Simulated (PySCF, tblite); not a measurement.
# Si15Ge15H36: electronic excitations, NMR shifts, part 2 of 2

tblite 0.8.0 and PySCF 2.14.0. Atoms count from 0.

### Step 4. NMR shifts: GIAO KT3/pcSseg-1

Job settings and geometry (Å):

```
{"job": {"kind": "nmr", "xc": "KT3", "basis": "pcSseg-1", "pop": false}, "charge": 0, "multiplicity": 1}
Ge    -4.499608    -0.091290     0.972104
Ge    -1.842432    -2.707939     0.947012
Ge    -4.466614    -2.727517    -1.677762
Ge    -1.799081     0.060435    -1.802764
Si    -3.153345    -1.392470    -3.120781
Si    -3.137900    -4.177565    -0.373760
Si    -5.929466    -1.409690    -0.375716
Ge    -1.758830     0.005613     3.712010
Si    -3.159130    -1.400931     2.440739
Ge    -1.671897     2.757090     0.954606
Si    -3.152677     1.395322    -0.323818
Si     5.214787    -1.398044    -0.335923
Ge     1.028679     0.066042     1.037423
Ge     3.729757    -2.692986     0.959406
Ge     1.114501    -2.702571    -1.688604
Ge     3.793384    -0.111150    -1.722149
Si     2.415206    -1.390970    -3.191516
Si     2.416423    -4.149331    -0.349869
Si    -0.378041    -1.335859    -0.385609
Ge     1.008088     0.034637    -4.424183
Si     2.398407    -1.347591     2.370315
Ge     1.081326     5.512857     1.072925
Ge     3.699103     2.833965     1.046955
Ge     0.922923     2.762156    -1.688840
Si     2.464628     1.410932    -0.413197
Si    -0.399082     1.442472    -3.163448
Si    -0.345896     4.259029    -0.336198
Ge     1.108540     2.879450     3.736771
Si     2.522727     4.292150     2.484021
Si    -0.334435     1.457211     2.487445
H     -5.377889     0.799789     1.858381
H     -0.894824    -3.554412     1.812104
H     -5.352056    -3.611543    -2.563542
H     -4.004352    -0.615238    -4.033959
H     -2.291625    -2.229319    -3.969227
H     -3.954427    -5.081728     0.447408
H     -2.276800    -5.025296    -1.206344
H     -6.828540    -2.235750     0.441774
H     -6.795876    -0.571667    -1.213753
H     -2.585126     0.800441     4.711713
H     -0.919333    -0.811573     4.680190
H     -4.001280    -2.254631     3.297803
H     -2.580927     3.627346     1.834668
H     -4.031652     2.249777    -1.150165
H      6.056089    -0.527577     0.492725
H      6.121836    -2.227112    -1.140173
H      4.597531    -3.573538     1.866198
H      0.183659    -3.567289    -2.555036
H      4.665322     0.800046    -2.597627
H      3.257468    -2.243557    -4.049137
H      1.555878    -4.999009     0.481235
H      3.239463    -5.051464    -1.165827
H      0.185494    -0.796687    -5.393913
H      1.838388     0.822100    -5.423689
H      1.547586    -2.173593     3.239436
H      3.232070    -0.519448     3.254843
H      1.882656     6.499758     0.239467
H      0.257907     6.497275     1.887528
H      4.740686     3.610809     0.253673
H      4.637868     1.953428     1.865497
H      1.819635     3.632670    -2.580350
H     -1.214578     2.297051    -4.045611
H     -1.186791     5.135406    -1.169156
H      1.913863     2.019276     4.697978
H      0.299905     3.681823     4.745562
H      3.389198     5.141030     3.313258
```

Level: GIAO KT3/pcSseg-1 NMR shielding, non-relativistic, gas phase.

Standard output:

```text
start: PBE on a coarse grid of 270860 points
cycle   1  E = -35508.6171342491  dE = -6.661e+00  |g| = 3.891e+00  |ddm| = 1.031e+01
cycle   2  E = -35507.8812417865  dE =  7.359e-01  |g| = 4.578e+00  |ddm| = 4.684e+00
cycle   3  E = -35509.3670179004  dE = -1.486e+00  |g| = 6.163e-01  |ddm| = 3.623e+00
cycle   4  E = -35509.3732097892  dE = -6.192e-03  |g| = 5.292e-01  |ddm| = 1.984e+00
cycle   5  E = -35509.4669675177  dE = -9.376e-02  |g| = 1.150e-01  |ddm| = 1.092e+00
cycle   6  E = -35509.4708279112  dE = -3.860e-03  |g| = 3.986e-02  |ddm| = 2.492e-01
cycle   7  E = -35509.4713401326  dE = -5.122e-04  |g| = 9.922e-03  |ddm| = 8.014e-02
final grid: 511381 points
cycle   8  E = -35671.1891441094  dE = -5.577e-02  |g| = 1.905e+00  |ddm| = 2.101e+00
cycle   9  E = -35671.0167961407  dE =  1.723e-01  |g| = 2.387e+00  |ddm| = 2.547e+00
cycle  10  E = -35671.4038712693  dE = -3.871e-01  |g| = 2.205e-01  |ddm| = 1.579e+00
cycle  11  E = -35671.4065710827  dE = -2.700e-03  |g| = 1.568e-01  |ddm| = 6.122e-01
cycle  12  E = -35671.4152098444  dE = -8.639e-03  |g| = 2.512e-02  |ddm| = 3.269e-01
cycle  13  E = -35671.4153996752  dE = -1.898e-04  |g| = 8.926e-03  |ddm| = 5.675e-02
cycle  14  E = -35671.4154187982  dE = -1.912e-05  |g| = 3.020e-03  |ddm| = 1.881e-02
cycle  15  E = -35671.4154288702  dE = -1.007e-05  |g| = 1.009e-03  |ddm| = 6.594e-03
cycle  16  E = -35671.4154240638  dE =  4.806e-06  |g| = 3.147e-04  |ddm| = 2.280e-03
cycle  17  E = -35671.4154297567  dE = -5.693e-06  |g| = 2.005e-04  |ddm| = 8.632e-04
cycle  18  E = -35671.4154287396  dE =  1.017e-06  |g| = 4.531e-05  |ddm| = 4.105e-04
converged SCF energy = -35671.4154287396

GIAO shielding tensors (ppm)
atom      isotropic    diamagn.    paramagn.     s11        s22        s33       span
  0 Ge    1654.184    2765.515   -1111.331   1639.182   1648.779   1674.592     35.410
  1 Ge    1643.650    2766.871   -1123.221   1601.923   1655.629   1673.399     71.476
  2 Ge    1698.494    2764.593   -1066.099   1670.978   1700.328   1724.176     53.198
  3 Ge    1627.668    2767.876   -1140.208   1603.551   1620.112   1659.341     55.789
  4 Si     446.613     884.968    -438.354    424.172    439.494    476.175     52.003
  5 Si     452.702     885.327    -432.625    429.218    453.681    475.206     45.988
  6 Si     449.392     884.766    -435.374    425.382    451.508    471.286     45.904
  7 Ge    1629.577    2762.394   -1132.817   1588.899   1600.742   1699.089    110.191
  8 Si     444.558     884.878    -440.319    437.249    444.297    452.129     14.880
  9 Ge    1624.018    2763.880   -1139.862   1579.758   1637.086   1655.210     75.452
 10 Si     429.313     883.246    -453.933    406.779    437.747    443.414     36.635
 11 Si     452.425     885.318    -432.893    430.276    453.328    473.672     43.395
 12 Ge    1591.751    2767.384   -1175.633   1533.072   1607.101   1635.080    102.008
 13 Ge    1700.622    2765.446   -1064.824   1675.719   1703.119   1723.029     47.309
 14 Ge    1644.654    2766.739   -1122.085   1603.791   1656.579   1673.592     69.802
 15 Ge    1628.565    2765.569   -1137.004   1589.079   1626.141   1670.474     81.395
 16 Si     442.784     885.052    -442.269    436.607    442.173    449.572     12.965
 17 Si     453.195     885.541    -432.346    430.171    454.029    475.385     45.214
 18 Si     404.338     880.914    -476.576    388.334    408.826    415.855     27.522
 19 Ge    1649.432    2762.296   -1112.864   1613.102   1630.959   1704.234     91.131
 20 Si     450.277     886.188    -435.911    429.613    441.266    479.951     50.338
 21 Ge    1643.207    2761.141   -1117.934   1613.460   1617.920   1698.241     84.781
 22 Ge    1637.660    2762.590   -1124.929   1580.296   1628.386   1704.298    124.001
 23 Ge    1623.585    2763.883   -1140.298   1570.293   1640.100   1660.362     90.069
 24 Si     415.165     880.991    -465.826    399.309    412.249    433.938     34.629
 25 Si     439.261     883.954    -444.693    432.791    438.674    446.317     13.526
 26 Si     438.274     884.098    -445.824    422.239    438.085    454.496     32.257
 27 Ge    1631.499    2762.522   -1131.023   1577.822   1614.430   1702.245    124.423
 28 Si     457.056     886.803    -429.747    445.332    451.689    474.148     28.816
 29 Si     425.182     881.498    -456.316    408.245    426.745    440.556     32.311
 30 H       27.502      31.506      -4.003     19.642     22.552     40.312     20.670
 31 H       27.250      34.348      -7.097     20.400     23.596     37.755     17.356
 32 H       27.789      28.555      -0.766     20.106     20.582     42.678     22.571
 33 H       27.745      30.239      -2.494     22.543     25.735     34.956     12.413
 34 H       27.330      30.710      -3.379     22.321     27.377     32.294      9.972
 35 H       27.760      30.293      -2.533     23.183     24.213     35.883     12.701
 36 H       27.545      30.189      -2.644     22.590     26.793     33.252     10.662
 37 H       27.714      29.274      -1.560     23.273     24.118     35.752     12.479
 38 H       27.683      29.031      -1.348     23.662     24.247     35.142     11.480
 39 H       27.868      31.443      -3.575     20.454     22.502     40.648     20.193
 40 H       27.699      31.966      -4.266     21.253     23.140     38.705     17.452
 41 H       27.425      31.904      -4.480     22.310     24.393     35.571     13.262
 42 H       27.265      32.841      -5.576     20.005     22.796     38.993     18.988
 43 H       27.126      31.470      -4.344     22.760     25.228     33.392     10.632
 44 H       27.524      30.038      -2.514     22.741     25.932     33.899     11.157
 45 H       27.757      30.012      -2.255     23.310     23.900     36.060     12.750
 46 H       27.743      29.731      -1.988     20.302     20.378     42.550     22.248
 47 H       27.296      34.257      -6.961     20.176     23.340     38.371     18.195
 48 H       27.404      32.218      -4.814     20.888     21.638     39.685     18.797
 49 H       27.394      31.819      -4.425     22.485     24.075     35.622     13.137
 50 H       27.526      30.455      -2.929     22.670     26.587     33.320     10.650
 51 H       27.761      30.521      -2.761     23.132     24.162     35.989     12.857
 52 H       27.790      31.248      -3.458     20.372     23.227     39.771     19.399
 53 H       27.916      30.775      -2.860     21.011     21.513     41.222     20.211
 54 H       27.301      31.977      -4.676     22.803     26.874     32.225      9.422
 55 H       27.351      32.485      -5.135     22.487     26.810     32.754     10.267
 56 H       27.872      29.937      -2.065     20.938     21.829     40.850     19.912
 57 H       27.901      29.922      -2.020     20.912     21.880     40.911     19.999
 58 H       27.893      31.530      -3.636     20.349     22.842     40.490     20.141
 59 H       27.693      32.655      -4.963     20.485     24.471     38.122     17.637
 60 H       27.269      32.916      -5.647     20.395     22.453     38.959     18.563
 61 H       27.384      31.107      -3.723     23.683     23.958     34.511     10.828
 62 H       27.316      30.820      -3.503     22.273     25.015     34.661     12.389
 63 H       27.793      31.863      -4.070     21.017     23.595     38.768     17.751
 64 H       27.940      31.295      -3.356     20.537     22.553     40.729     20.192
 65 H       27.625      31.836      -4.211     22.826     23.008     37.041     14.215
```

Run time: 60 s. Hardware: 8 threads of Arm Neoverse V2, shared host; peak memory 5.4 GiB.

The references, computed at this level on geometries of the same kind, shield at (ppm): 1H TMS 31.76, 29Si TMS 361.7. Their shielding less the atom's gives the shift. The references are single molecules in the gas phase.

| atoms | environment | σ (ppm) | δ (ppm) |
| --- | --- | --- | --- |
| H43 | hydrogen on a silicon bonded to 3 Ge | 27.13 | 4.63 |
| H31 | hydrogen on a germanium bonded to 3 Si | 27.25 | 4.51 |
| H42 | hydrogen on a germanium bonded to 3 Si | 27.26 | 4.50 |
| H60 | hydrogen on a germanium bonded to 3 Si | 27.27 | 4.49 |
| H47 | hydrogen on a germanium bonded to 3 Si | 27.30 | 4.46 |
| H54 | hydrogen on a silicon bonded to 2 Ge | 27.30 | 4.46 |
| H62 | hydrogen on a silicon bonded to 3 Ge | 27.32 | 4.44 |
| H34 | hydrogen on a silicon bonded to 2 Ge | 27.33 | 4.43 |
| H55 | hydrogen on a silicon bonded to 2 Ge | 27.35 | 4.41 |
| H61 | hydrogen on a silicon bonded to 3 Ge | 27.38 | 4.38 |
| H49 | hydrogen on a silicon bonded to 3 Ge | 27.39 | 4.37 |
| H48 | hydrogen on a germanium bonded to 3 Si | 27.40 | 4.36 |
| H41 | hydrogen on a silicon bonded to 3 Ge | 27.42 | 4.34 |
| H30 | hydrogen on a germanium bonded to 3 Si | 27.50 | 4.26 |
| H44 | hydrogen on a silicon bonded to 2 Ge | 27.52 | 4.24 |
| H50 | hydrogen on a silicon bonded to 2 Ge | 27.53 | 4.23 |
| H36 | hydrogen on a silicon bonded to 2 Ge | 27.55 | 4.21 |
| H65 | hydrogen on a silicon bonded to 3 Ge | 27.63 | 4.13 |
| H38 | hydrogen on a silicon bonded to 2 Ge | 27.68 | 4.08 |
| H59 | hydrogen on a germanium bonded to 2 Si | 27.69 | 4.07 |
| H40 | hydrogen on a germanium bonded to 2 Si | 27.70 | 4.06 |
| H37 | hydrogen on a silicon bonded to 2 Ge | 27.71 | 4.05 |
| H46 | hydrogen on a germanium bonded to 3 Si | 27.74 | 4.02 |
| H33 | hydrogen on a silicon bonded to 2 Ge | 27.74 | 4.02 |
| H45 | hydrogen on a silicon bonded to 2 Ge | 27.76 | 4.00 |
| H35 | hydrogen on a silicon bonded to 2 Ge | 27.76 | 4.00 |
| H51 | hydrogen on a silicon bonded to 2 Ge | 27.76 | 4.00 |
| H32 | hydrogen on a germanium bonded to 3 Si | 27.79 | 3.97 |
| H52 | hydrogen on a germanium bonded to 2 Si | 27.79 | 3.97 |
| H63 | hydrogen on a germanium bonded to 2 Si | 27.79 | 3.97 |
| H39 | hydrogen on a germanium bonded to 2 Si | 27.87 | 3.89 |
| H56 | hydrogen on a germanium bonded to 2 Si | 27.87 | 3.89 |
| H58 | hydrogen on a germanium bonded to 2 Si | 27.89 | 3.87 |
| H57 | hydrogen on a germanium bonded to 2 Si | 27.90 | 3.86 |
| H53 | hydrogen on a germanium bonded to 2 Si | 27.92 | 3.84 |
| H64 | hydrogen on a germanium bonded to 2 Si | 27.94 | 3.82 |
| Ge12 | germanium bonded to 4 Si | 1592 | – |
| Ge23 | germanium bonded to 3 Si, H | 1624 | – |
| Ge9 | germanium bonded to 3 Si, H | 1624 | – |
| Ge3 | germanium bonded to 4 Si | 1628 | – |

Ring of atoms Ge0, Ge1, Ge2, Si5, Si6, Si8: NICS(0) -1.0, NICS(1) -0.9, NICS(1)zz 3.4 ppm (means of both faces).

Ring of atoms Ge0, Ge1, Ge3, Si8, Si10, Si18: NICS(0) -1.1, NICS(1) -0.6, NICS(1)zz 0.4 ppm (means of both faces).

Ring of atoms Ge0, Ge2, Ge3, Si4, Si6, Si10: NICS(0) -1.2, NICS(1) -0.9, NICS(1)zz 4.2 ppm (means of both faces).

### Step 5. What came out

What follows sums up all 2 parts.

| quantity | value |
| --- | --- |
| lowest singlet (PBE/def2-SVP) | 3.56 eV (349 nm), f = 0.004 |
| brightest single state of those computed | state 2, 3.64 eV, f = 0.005 |
| lowest triplet | 3.47 eV |
| 1H shifts against TMS (KT3/pcSseg-1) | 4.63, 4.51, 4.50, 4.49, 4.46, 4.46, 4.44, 4.43, 4.41, 4.38, 4.37, 4.36, 4.34, 4.26 ppm and more |
| 29Si shifts against TMS (KT3/pcSseg-1) | -42.7, -53.5, -63.5, -67.6, -76.6, -77.6, -81.1, -82.9, -84.9, -87.7, -88.6, -90.8, -91.0, -91.5 ppm and more |
| shieldings of Ge (KT3/pcSseg-1) | Ge12 1591.8, Ge23 1623.6, Ge9 1624.0, Ge3 1627.7, Ge15 1628.6, Ge7 1629.6, Ge27 1631.5, Ge22 1637.7 ppm and more |

The first singlet state (HOMO→LUMO 0.99) lies at 3.56 eV and is weak; of the 6 states computed, the strongest absorption comes from states 2 to 3 together at 3.64 eV. The lowest triplet lies 0.08 eV below the lowest singlet (triplets in Tamm-Dancoff, singlets in full TDDFT).
